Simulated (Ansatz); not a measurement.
# BrN2: the cost of one run

Computed with Ansatz 0.2.0, Gaussian basis. Level: RKS PBE-D4/def2-SVPD.

Levels: PBE-D4, revPBE-D4, BLYP-D4, r2SCAN-D4, B97M-V, PBE0-D4, B3LYP-D4, HSE06-D4, wB97X-V, wB97M-V, B2PLYP, Hartree-Fock, MP2, CCSD, CCSD(T). The reference is CCSD(T) extrapolated to the basis limit. For elements past Ar these valence bases correlate outer-core shells poorly and lack relativity, so that limit is rough.

Cores are frozen in the correlated methods. Filled d shells of the heavier atoms are correlated. B3LYP uses VWN-RPA correlation. B2PLYP carries no dispersion term here.

163 further runs of the same task are left out: 163 set aside as unsound or not needed.

## (1) The starting structure

The pair, from a GFN2-xTB docking trial: 3 atoms, charge -1, spin multiplicity 1.

Atoms are counted from 1 here; the program's logs count them from 0.

Bond lengths: N2–N3 1.118 Å.

As a file:

```xyz
3
BrN2
Br    0.0686   -0.0707   -1.9479
N     0.2701   -0.2782    1.3226
N    -0.3387    0.3489    0.6252
```

Atoms 1 to 1 are fragment A (Br−), the rest fragment B (N₂).

## (2) A first relaxation in a small basis

File pre/in.yaml:

```yaml
crystal:
  periodic: [false, false, false]
  atoms:
    - {symbol: Br, position_ang: [0.068600, -0.070700, -1.947900]}
    - {symbol: N, position_ang: [0.270100, -0.278200, 1.322600]}
    - {symbol: N, position_ang: [-0.338700, 0.348900, 0.625200]}
basis:
  gaussian: {orbitals: def2-SVPD}
total_charge: -1
hamiltonian: {xc: pbe, dispersion: d4}
relax: {f_tol: 0.03, max_steps: 250}
```

Run with:

```console
$ ansatz run in.yaml --threads 2 --pin off --events-out ev --progress --plain --max-ram 5222MiB
```

**Question.** How long does this run take on 2 threads of Arm Neoverse V1, shared host?

About 5.5 s.
